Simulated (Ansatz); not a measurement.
# C₂H₇BGaNO: vertical ionisation energy

One table from this session's results is given with a row withheld; the runs are named, their logs left out.

The runs use Ansatz 0.2.0, Gaussian basis; unrestricted cation, the program's frozen cores in correlated methods.

Plan: UKS PBE-D4/def2-TZVPP; UKS r2SCAN-D4/def2-TZVPP; UKS PBE0-D4/def2-TZVPP; UKS B3LYP-D4/def2-TZVPP; UKS wB97X-V/def2-TZVPP; UKS wB97M-V/def2-TZVPP; UKS B2PLYP/def2-TZVPP; UHF-CCSD(T)/def2-TZVPP; UHF-MP2/def2-QZVPP; extrapolation to the limit; then −ε(HOMO) from the neutral's earlier runs with LDA (SPW92), PBE-D4, revPBE-D4, BLYP-D4, r2SCAN-D4, B97M-V, PBE0-D4, B3LYP-D4, r2SCANh-D4, r2SCAN0-D4, HSE06-D4, BHLYP-D4, CAM-B3LYP-D4, LC-ωPBE, ωB97X-V, ωB97M-V.

## The relaxed structure

An earlier PBE0-D4 in a triple-zeta def2 set relaxation fixed the geometry.

SMILES `[BH2][Ga]1[O]C[N]1C`, 13 atoms, charge 0, spin multiplicity 1.

Atoms are counted from 1 here; the program's logs count them from 0.

Bond lengths: B1–Ga2 2.058 Å, B1–H7 1.194 Å, B1–H8 1.193 Å, Ga2–O3 1.845 Å, Ga2–N5 1.835 Å, O3–C4 1.403 Å, C4–N5 1.448 Å, C4–H9 1.104 Å, C4–H10 1.104 Å, N5–C6 1.427 Å, C6–H11 1.091 Å, C6–H12 1.100 Å, C6–H13 1.100 Å. Angles: Ga2–B1–H7 120.6°, Ga2–B1–H8 120.8°, H7–B1–H8 118.6°, B1–Ga2–O3 138.7°, B1–Ga2–N5 146.3°, O3–Ga2–N5 75.0°, Ga2–O3–C4 91.2°, O3–C4–N5 103.5°, O3–C4–H9 110.9°, O3–C4–H10 110.9°, N5–C4–H9 111.8°, N5–C4–H10 111.8°, H9–C4–H10 107.8°, Ga2–N5–C4 90.2°, Ga2–N5–C6 148.2°, C4–N5–C6 121.6°, N5–C6–H11 110.1°, N5–C6–H12 112.1° and more.

Coordinates:

```csv
atom,x (Å),y (Å),z (Å)
B1,-0.91912,-2.94695,-0.50421
Ga2,0.10762,-1.21849,-0.06221
O3,1.79469,-0.70987,0.48377
C4,1.42236,0.64303,0.47672
N5,0.03624,0.61109,0.05776
C6,-0.73026,1.80676,-0.07925
H7,-2.06231,-2.90405,-0.84480
H8,-0.38642,-4.01132,-0.42586
H9,1.53781,1.08871,1.48001
H10,2.05002,1.22074,-0.22390
H11,-1.74457,1.56767,-0.40368
H12,-0.80768,2.35993,0.86796
H13,-0.29837,2.49272,-0.82229
```

Set-up of the first run:

File in.yaml:

```yaml
crystal:
  periodic: [false, false, false]
  atoms:
    - {symbol: B, position_ang: [-0.919120, -2.946953, -0.504207]}
    - {symbol: Ga, position_ang: [0.107624, -1.218489, -0.062214]}
    - {symbol: O, position_ang: [1.794690, -0.709872, 0.483771]}
    - {symbol: C, position_ang: [1.422364, 0.643031, 0.476720]}
    - {symbol: N, position_ang: [0.036243, 0.611089, 0.057756]}
    - {symbol: C, position_ang: [-0.730264, 1.806756, -0.079254]}
    - {symbol: H, position_ang: [-2.062307, -2.904054, -0.844796]}
    - {symbol: H, position_ang: [-0.386421, -4.011323, -0.425856]}
    - {symbol: H, position_ang: [1.537810, 1.088709, 1.480006]}
    - {symbol: H, position_ang: [2.050015, 1.220737, -0.223900]}
    - {symbol: H, position_ang: [-1.744571, 1.567675, -0.403684]}
    - {symbol: H, position_ang: [-0.807684, 2.359934, 0.867963]}
    - {symbol: H, position_ang: [-0.298368, 2.492720, -0.822295]}
basis:
  gaussian: {orbitals: def2-TZVPP}
total_charge: 1
magnetization: {spin_polarized: true, initial_magnetization: 1}
hamiltonian: {xc: pbe, dispersion: d4}
```

Started as:

```
> ansatz run in.yaml --threads 2 --pin off --events-out ev --progress --plain --max-ram 22528MiB --backend cuda --devices 0, --max-vram 18GiB
```

Among the steps run: Cation, UKS PBE-D4/def2-TZVPP; Cation, UKS r2SCAN-D4/def2-TZVPP; Cation, UKS PBE0-D4/def2-TZVPP; Cation, UKS B3LYP-D4/def2-TZVPP; Cation, UKS wB97X-V/def2-TZVPP; Cation, UKS wB97M-V/def2-TZVPP; Cation, UKS B2PLYP (frozen core)/def2-TZVPP; Cation, UHF-CCSD(T)/def2-TZVPP; Cation, UHF-MP2/def2-QZVPP.

One table of the session follows, with a row left open; its other results are not shown here.

It belongs to the step «Ionisation energies side by side». For comparison, −ε(HOMO) of the neutral from earlier runs:

```
  functional  −ε(HOMO) (eV)
 LDA (SPW92)              ?
      PBE-D4           5.26
   revPBE-D4           5.19
     BLYP-D4           5.13
   r2SCAN-D4           5.40
      B97M-V           5.45
     PBE0-D4           6.23
    B3LYP-D4           6.07
  r2SCANh-D4           5.77
  r2SCAN0-D4           6.36
    HSE06-D4           5.85
    BHLYP-D4           7.26
CAM-B3LYP-D4           7.50
     LC-ωPBE           8.76
     ωB97X-V           8.44
     ωB97M-V           8.38
```

Q: Estimate the row for LDA (SPW92) from the others.

**Answer.** −ε(HOMO) (eV): 5.46. In the column «−ε(HOMO) (eV)» it lies between B97M-V (5.45) and r2SCANh-D4 (5.77).
